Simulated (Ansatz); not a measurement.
C3H6Ge, SMILES C#[C][GeH2][CH3]: an atomisation energy, run with Ansatz 0.2.0 through its Python package.

`c3h6ge.py`:
```python
"""Atomisation energy of C3H6Ge at the given geometry."""

from collections import Counter

import ansatz as az


def energy(molecule, charge=0, unpaired=0):
    calc = (
        molecule.calculation()
        .basis(gaussian="cc-pVDZ")
        .correlation("MP2")
    )
    if charge:
        calc = calc.charge(charge)
    if unpaired:
        calc = calc.spin("collinear", total=unpaired)
    report = calc.run(threads=1).report
    if report["published_state_doubts"]:
        print("  doubts:", report["published_state_doubts"])
    return report["free_energy_ev"]


def main() -> None:
    c3h6ge = (
        az.Crystal.molecule()
        .atom("C", [1.0034, 2.0499, -1.3344])
        .atom("C", [0.2558, 1.3212, -0.7349])
        .atom("Ge", [-0.865, 0.1138, 0.214])
        .atom("C", [0.2642, -1.4791, 0.6346])
        .atom("H", [1.5677, 2.7644, -1.9014])
        .atom("H", [-1.3032, 0.7915, 1.5457])
        .atom("H", [-2.0373, -0.2662, -0.6282])
        .atom("H", [-0.4097, -2.1836, 1.1952])
        .atom("H", [1.0767, -1.2004, 1.2948])
        .atom("H", [0.5306, -1.9627, -0.2824])
    )

    # Hund ground states
    unpaired = {"C": 2, "Ge": 2, "H": 1}
    counts = Counter(site.symbol for site in c3h6ge.cartesian_sites)
    atom_energy = {s: energy(az.Crystal.molecule().atom(s, (0, 0, 0)), 0, unpaired[s]) for s in counts}
    whole = energy(c3h6ge, 0, 0)
    for s, e in atom_energy.items():
        print(f"{s:2s} x{counts[s]}  {e:14.5f} eV")
    print(f"C3H6Ge: {whole:.5f} eV")
    split = sum(counts[s] * e for s, e in atom_energy.items()) - whole
    print(f"atomisation energy (no zero-point term): {96.485332 * split:.1f} kJ/mol, {split / sum(counts.values()):.3f} eV an atom")


if __name__ == "__main__":
    main()
```

What does it cost to take this molecule apart into atoms?

3494.3 kJ/mol from the electronic energies, without the zero-point term.

The output:

Running `python c3h6ge.py` prints:
```text
C  x3     -1026.91171 eV
Ge x1    -56473.06295 eV
H  x6       -13.58606 eV
C3H6Ge: -59671.53051 eV
atomisation energy (no zero-point term): 3494.3 kJ/mol, 3.622 eV an atom
```

Total energies depend on the basis set; only differences at equal settings carry meaning. The geometry is a force-field or estimated start, not a minimum of this method, and the basis set is short of its limit. All parts are taken at fixed geometry, without zero-point energy. In double-zeta sets correlated atomisation energies come out some 10 to 15 % low. Timing: 2.8 s on 1 thread of Arm Neoverse V1, on a shared host, peak memory 0.24 GiB.

(Lines on the test bed's own set-up are left out of the output.)
